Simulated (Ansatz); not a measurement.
# AlFH₃Sb: up Jacob's ladder to CCSD(T)

Aim: compute AlFH₃Sb with functionals from several rungs and with coupled cluster, and see how far each lands from CCSD(T) at the basis-set limit for the atomisation energy.

Program: Ansatz 0.2.0, Gaussian basis. Level of theory: functionals in def2-TZVPP, the program's frozen cores in correlated methods. These are calculated values, not measurements.

The runs, in order: LDA (SPW92), PBE-D4, revPBE-D4, BLYP-D4, r2SCAN-D4, B97M-V, PBE0-D4, B3LYP-D4, r2SCANh-D4, r2SCAN0-D4, HSE06-D4, BHLYP-D4, CAM-B3LYP-D4, LC-ωPBE, ωB97X-V, ωB97M-V, B2PLYP, PBE-QIDH; CCSD(T)/def2-SVP; CCSD(T)/def2-TZVPP; MP2/def2-QZVPP; extrapolation to the limit; RPA on PBE.

1 further run of the same task is left out (for a known fault of the program).

## (1) Structure used throughout

An earlier PBE0-D4 in a triple-zeta def2 set relaxation fixed the geometry. Sb takes the def2 core potential; no spin-orbit term is included.

SMILES `[F][AlH][SbH2]`, 6 atoms, charge 0, spin multiplicity 1.

Atoms are counted from 1 here; the program's logs count them from 0.

Bond lengths: F1–Al2 1.653 Å, Al2–Sb3 2.636 Å, Al2–H4 1.582 Å, Sb3–H5 1.710 Å, Sb3–H6 1.709 Å. Angles: F1–Al2–Sb3 116.3°, F1–Al2–H4 116.4°, Sb3–Al2–H4 127.3°, Al2–Sb3–H5 88.3°, Al2–Sb3–H6 87.8°, H5–Sb3–H6 91.6°.

## (2) LDA

This LDA is Slater exchange with PW92 correlation.

Contents of in.yaml:

```yaml
crystal:
  periodic: [false, false, false]
  atoms:
    - {symbol: F, position_ang: [-1.114571, -1.632440, 1.262318]}
    - {symbol: Al, position_ang: [-0.336098, -1.039295, -0.069796]}
    - {symbol: Sb, position_ang: [1.279882, 1.003655, 0.334777]}
    - {symbol: H, position_ang: [-0.594815, -1.800718, -1.431681]}
    - {symbol: H, position_ang: [0.842128, 1.591991, -1.209922]}
    - {symbol: H, position_ang: [-0.034426, 1.812905, 1.068103]}
basis:
  gaussian: {orbitals: def2-TZVPP}
hamiltonian: {xc: lda}
output: {orbitals: {seedname: orbitals}}
```

Started as:

```sh
$ ansatz run in.yaml --threads 2 --pin off --events-out ev --progress --plain --max-ram 4352MiB
```

Further steps of the session: PBE-D4 (GGA); revPBE-D4 (GGA); BLYP-D4 (GGA); r2SCAN-D4 (meta-GGA); B97M-V (meta-GGA); B3LYP-D4 (hybrid); r2SCANh-D4 (hybrid); r2SCAN0-D4 (hybrid); HSE06-D4 (hybrid); BHLYP-D4 (hybrid); CAM-B3LYP-D4 (range-separated); LC-ωPBE (range-separated); ωB97X-V (range-separated); ωB97M-V (range-separated); B2PLYP (double hybrid); PBE-QIDH (double hybrid); CCSD(T) in def2-SVP; CCSD(T) in def2-TZVPP; MP2 in def2-QZVPP; RPA on PBE orbitals.

**Question.** What will the summary of the whole plan be? Wanted: atomisation energy, CCSD(T)/CBS; farthest beyond LDA; mean size of error, GGA; mean size of error, meta-GGA; mean size of error, hybrid; mean size of error, range-separated; mean size of error, double hybrid; gap, smallest and largest; T1 diagnostic.

The runs gave:

| quantity | value |
| --- | --- |
| atomisation energy, CCSD(T)/CBS | 388.3 kcal/mol |
| functionals within 3.9 kcal/mol (1.0 %) | BLYP-D4, B97M-V, B3LYP-D4, CAM-B3LYP-D4, ωB97X-V |
| farthest beyond LDA | BHLYP-D4 (-14.9 kcal/mol) |
| mean size of error, GGA | 7.4 kcal/mol |
| mean size of error, meta-GGA | 4.4 kcal/mol |
| mean size of error, hybrid | 11.0 kcal/mol |
| mean size of error, range-separated | 5.1 kcal/mol |
| mean size of error, double hybrid | 12.0 kcal/mol |
| gap, smallest and largest | 3.89 eV (LDA (SPW92)), 10.07 eV (LC-ωPBE) |
| T1 diagnostic | 0.0139 |
| triples share of the correlation energy | 2.8 % |

**Reading.** LDA overbinds by 49.1 kcal/mol (13 %). PBE-D4 misses by -4.6 kcal/mol. Double hybrids carry the basis error of their MP2 part in triple zeta, and no dispersion term here, so their miss is partly the set-up's. By mean error the best rung here is meta-GGA (4.4 kcal/mol) and the worst beyond LDA is double hybrid (12.0 kcal/mol). The gap between the best rungs is small, so their order is not settled. The reference freezes the cores and leaves out spin-orbit coupling and excitations past (T), and its outer-core shells are covered unevenly, so misses under about 3.9 kcal/mol can't be ranked. All levels share the lack of spin-orbit coupling, which lowers the free heavy atoms and so the true binding. Hartree-Fock recovers 69 % of the binding; the rest is correlation. CCSD(T) in def2-SVP is off by -37.6 kcal/mol, so the small basis spoils what the method gains. The gap grows from 3.9 to 10.1 eV across the functionals, mostly with the share of exact exchange. Correlated methods include outer-core shells of Sb, which these sets cover unevenly.
